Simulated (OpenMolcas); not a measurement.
# Ag²⁺ in KCdF3: CASSCF and CASPT2 levels and susceptibility

Aim: the ligand-field states of Ag²⁺ in this surrounding, its lowest levels with spin-orbit coupling and its magnetic susceptibility.

Method: state-averaged CASSCF and CASPT2, spin-orbit coupling by RASSI with atomic mean-field integrals. Code: OpenMolcas 26.06.

### Step 1. Starting point

| Item | Value |
| --- | --- |
| Species | Ag²⁺ (silver, Z = 47, 45 electrons) |
| Basis | ANO-RCC-VTZP [7s6p4d2f1g], 176 functions with the ligands |
| Scalar Hamiltonian | DKH2, point nucleus |
| Inactive shells | 1s 2s 2p 3s 3p 3d 4s 4p of the metal, and all ligand shells |
| Active space | 9 electrons in 5 orbitals (4d) |
| Some configurations of this space | 4d⁹ |
| Orbitals | optimised for each spin and parity, averaged over all roots |

Outer shells as boxes (Hund's rule):

4d9
```
4d [↑↓][↑↓][↑↓][↑↓][↑ ]
```

Ag²⁺ is taken with its 6 nearest fluoride ions at 2.215 Å, on the cation site of KCdF3 (a = 4.302 Å). The rest of the host is ab initio model potentials to 7.6 Å, with orthogonalisation functions on the cations behind the ligands, and point charges beyond; the distance is set by hand, nothing relaxes, and no local charge compensation is placed. Ligand basis ANO-RCC-VDZP.

```xyz
15

Ag    0.0000    0.0000    0.0000
F     2.2150    0.0000    0.0000
F     0.0000    2.2150    0.0000
F    -2.2150    0.0000    0.0000
F     0.0000   -2.2150    0.0000
F     0.0000    0.0000    2.2150
F     0.0000    0.0000   -2.2150
K     2.1510   -2.1510   -2.1510
K    -2.1510    2.1510    2.1510
K     2.1510   -2.1510    2.1510
K    -2.1510    2.1510   -2.1510
K     2.1510    2.1510   -2.1510
K    -2.1510   -2.1510    2.1510
K     2.1510    2.1510    2.1510
K    -2.1510   -2.1510   -2.1510
```

Each step is its own input file, run in one work folder so that later steps find the files of earlier ones. Labels, J, g values, rates, χT and fits are worked out afterwards by a script from the matrices that RASSI stores.

### Step 2. GATEWAY and SEWARD: basis and integrals

Contents of a.inp:

```
&GATEWAY
Basis set
Ag.ANO-RCC-VTZP.
Ag1 0.0 0.0 0.0 Angstrom
End of basis
Basis set
F.ANO-RCC-VDZP.
L1 2.215000 0.000000 0.000000 Angstrom
L2 0.000000 2.215000 0.000000 Angstrom
L3 0.000000 0.000000 2.215000 Angstrom
End of basis
Basis set
Cd.EMB-AIMP.Lopez-Moraza.11s7p.1s1p.ECP.KCdF3.
PseudoCharge
* 3 symmetry-unique lattice sites within 7.6 angstrom
End of basis
Basis set
K.EMB-AIMP.Lopez-Moraza.0s.0s.ECP.KCdF3.
PseudoCharge
* 16 symmetry-unique lattice sites within 7.6 angstrom
End of basis
Basis set
Cd.EMB-AIMP.Lopez-Moraza.0s.0s.ECP.KCdF3.
PseudoCharge
* 10 symmetry-unique lattice sites within 7.6 angstrom
End of basis
Basis set
F.EMB-AIMP.Lopez-Moraza.0s.0s.ECP.KCdF3.
PseudoCharge
* 27 symmetry-unique lattice sites within 7.6 angstrom
End of basis
Symmetry
XYZ
AngMom=0.0 0.0 0.0
AMFI
RICD
XField
1533 Angstrom 0
* Evjen-weighted lattice charges
&SEWARD
```

Run with:

```sh
OMP_NUM_THREADS=1 MOLCAS_MEM=2457 MOLCAS_PROJECT=a pymolcas a.inp > a.log
```

### Step 3. CASSCF: doublets, 5 roots

Contents of a.inp:

```
&RASSCF
FileOrb=start.orb
Symmetry=1
Spin=2
nActEl=9 0 0
Inactive=24 24
Ras2=5 0
CIRoot=5 5 1
SDav=5
CIMx=300
Iter=150 100
PrWF=0.3
OrbListing=Nothing
MaxOrb=0
LevShft=1.0
>>> COPY $Project.JobIph JOB001
```

start.orb holds start orbitals that the driver prepared beforehand, or those of the step before.

### Step 4. State interaction with spin-orbit coupling

Contents of a.inp:

```
&RASSI
NrOfJobIphs=1 5
1 2 3 4 5
IphNames
JOB001
EJob
SpinOrbit
DIPRint=1.0
SOCoupling=1000.0
Subsets=2
Property=9
'ANGMOM' 1 'ANGMOM' 2 'ANGMOM' 3 'MLTPL  1' 1 'MLTPL  1' 2 'MLTPL  1' 3
'AMFI' 1 'AMFI' 2 'AMFI' 3
SOProperty=3
'ANGMOM' 1 'ANGMOM' 2 'ANGMOM' 3
```

### Step 5. CASPT2: IPEA 0.25, imaginary shift 0.1 (closed shells correlated: 4s 4p of the metal, with ligand shells; the Frozen line counts the rest)

Contents of a.inp:

```
>>> COPY JOB001 $Project.JobIph
&CASPT2
Multistate=5 1 2 3 4 5
NoMult
Frozen=11 9
IPEA=0.25
Imaginary=0.1
MaxIter=60
WThr=0.0 0.3 0.05
PrWF=0.5
NoMix
```

### Step 6. CASPT2: IPEA 0.25, sigma2 regulariser 0.3 (closed shells correlated: 4s 4p of the metal, with ligand shells; the Frozen line counts the rest)

a.inp, as its differences from that of step 5:

```diff
@@ -6,3 +6,3 @@
 IPEA=0.25
-Imaginary=0.1
+Sig2=0.3
 MaxIter=60
```

(Steps that only read results are left out.)

Q: Predict the outcome of this session. Wanted: spin-free ground state; first state of the same spin within the active space; lowest level; next level.

The runs gave:

```
                                            quantity                                                                                                                                          value
                                              method  SS-CASPT2, IPEA 0.25, imaginary shift 0.1 (closed shells correlated: 4s 4p of the metal, with ligand shells; the Frozen line counts the rest)
                              spin-free ground state                                                                                                                 2E, 2-fold in its orbital part
first state of the same spin within the active space                                                                                                                              2T2 at 12300 cm⁻¹
                                        lowest level                                                                                                                                      4-fold Γ8
                                          next level                                                                                                                                   10906.8 cm⁻¹
                                         χT at 300 K                                                                                                                                 0.58 cm³ K/mol
                           effective moment at 300 K                                                                                                                                        2.15 μB
```

Cost by method:

```tsv
method	time of its own steps	time with the reference
A. CASSCF	16 s	16 s
B. SS-CASPT2, IPEA 0.25, imaginary shift 0.1, +4s 4p	26 s	42 s
C. SS-CASPT2, IPEA 0.25, sigma2 regulariser 0.3, +4s 4p	28 s	45 s
```

Times are of one thread on a shared host.

**Reading.** The spin-free ground state (2E) comes to 100 % from free-ion D terms and keeps the highest spin of the shell. χT at 300 K is 0.58, against 0.38 cm³ K/mol for the spin alone, so orbital moment adds to it. A ligand-field fit to the states below 45000 cm-1 gives 10Dq = 12299 cm-1, the gap between the two states. An orbital doublet at a regular site is open to a Jahn-Teller distortion, which this geometry leaves out.
